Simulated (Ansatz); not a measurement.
**GaH₂I (SMILES [GaH2][I]): single points off equilibrium**

How do the functionals fare away from a minimum? The structure is a structure displaced at random from a GFN2-xTB minimum.

Computed with Ansatz 0.2.0, Gaussian basis. Level: single points in def2-TZVPP.

Correlated methods freeze the cores. Filled d shells of the heavier atoms are correlated. Core potentials replace the inner electrons past krypton, and spin-orbit coupling is left out.

## (1) Where the work starts

SMILES `[GaH2][I]`, 4 atoms, charge 0, spin multiplicity 1.

Atoms are counted from 1 here; the program's logs count them from 0.

Bond lengths: Ga1–I2 2.588 Å, Ga1–H3 1.623 Å, Ga1–H4 1.509 Å. Angles: I2–Ga1–H3 112.4°, I2–Ga1–H4 122.4°, H3–Ga1–H4 124.5°.

As a file:

```xyz
4
charge 0, multiplicity 1
Ga   -0.25660    0.03100   -0.19730
I     2.03750   -0.41850    0.91220
H    -1.43930   -0.88230    0.43500
H    -0.47980    1.16880   -1.16380
```

## (2) CCSD(T)/def2-TZVPP

run/in.yaml reads:

```yaml
crystal:
  periodic: [false, false, false]
  atoms:
    - {symbol: Ga, position_ang: [-0.256600, 0.031000, -0.197300]}
    - {symbol: I, position_ang: [2.037500, -0.418500, 0.912200]}
    - {symbol: H, position_ang: [-1.439300, -0.882300, 0.435000]}
    - {symbol: H, position_ang: [-0.479800, 1.168800, -1.163800]}
basis:
  gaussian: {orbitals: def2-TZVPP}
correlation: {method: ccsd_t}
output: {forces: true}
```

No record of the launch command was kept for these runs.

## (3) PBE0-D4/def2-TZVPP

Changes to run/in.yaml since step 2:

```diff
@@ -9,3 +9,3 @@
   gaussian: {orbitals: def2-TZVPP}
-correlation: {method: ccsd_t}
-output: {forces: true}
+hamiltonian: {xc: pbe0, dispersion: d4}
+output: {forces: true, orbitals: {seedname: orbitals}}
```

## (4) wB97M-V/def2-TZVPP

Changes to run/in.yaml since step 3:

```diff
@@ -9,3 +9,3 @@
   gaussian: {orbitals: def2-TZVPP}
-hamiltonian: {xc: pbe0, dispersion: d4}
-output: {forces: true, orbitals: {seedname: orbitals}}
+hamiltonian: {xc: {name: wB97M-V}}
+output: {forces: true}
```

## (5) r2SCAN-D4/def2-TZVPP

Changes to run/in.yaml since step 4:

```diff
@@ -9,3 +9,3 @@
   gaussian: {orbitals: def2-TZVPP}
-hamiltonian: {xc: {name: wB97M-V}}
+hamiltonian: {xc: r2scan, dispersion: d4}
 output: {forces: true}
```

## (6) PBE-D4/def2-TZVPP

Changes to run/in.yaml since step 5:

```diff
@@ -9,3 +9,3 @@
   gaussian: {orbitals: def2-TZVPP}
-hamiltonian: {xc: r2scan, dispersion: d4}
+hamiltonian: {xc: pbe, dispersion: d4}
 output: {forces: true}
```

## (7) BHLYP-D4/def2-TZVPP

Changes to run/in.yaml since step 6:

```diff
@@ -9,3 +9,3 @@
   gaussian: {orbitals: def2-TZVPP}
-hamiltonian: {xc: pbe, dispersion: d4}
+hamiltonian: {xc: {name: BHLYP}, dispersion: d4}
 output: {forces: true}
```

## (8) revPBE-D4/def2-TZVPP

Changes to run/in.yaml since step 7:

```diff
@@ -9,3 +9,3 @@
   gaussian: {orbitals: def2-TZVPP}
-hamiltonian: {xc: {name: BHLYP}, dispersion: d4}
+hamiltonian: {xc: {name: revPBE}, dispersion: d4}
 output: {forces: true}
```

(Steps that only read results are left out.)

Q: Predict the outcome of this session. Wanted: energy less free atoms, CCSD(T)/def2-TZVPP; RMS force component; RMS force error; HOMO and LUMO, PBE0-D4; T1 diagnostic.

As calculated:

```
                                  quantity                                                                                              value
energy less free atoms, CCSD(T)/def2-TZVPP                                                                                    -195.5 kcal/mol
                       RMS force component                                                               0.613 to 0.681 eV/Å over the methods
                           RMS force error  PBE0-D4 0.045, wB97M-V 0.032, r2SCAN-D4 0.040, PBE-D4 0.126, BHLYP-D4 0.062, revPBE-D4 0.164 eV/Å
                    HOMO and LUMO, PBE0-D4                                                                                 -7.43 and -2.16 eV
                             T1 diagnostic                                                                                              0.011
```

Against CCSD(T) the functionals' energies less atoms differ by -2.5 to +6.5 kcal/mol, PBE-D4 by +2.1 kcal/mol. A larger basis would deepen the CCSD(T) value, while the functionals are nearly converged already, so the order here is not reliable. For forces wB97M-V does best and revPBE-D4 worst. Frozen-core CCSD(T) forces in triple zeta carry basis errors of their own, and this is one geometry, so small gaps rank nothing.
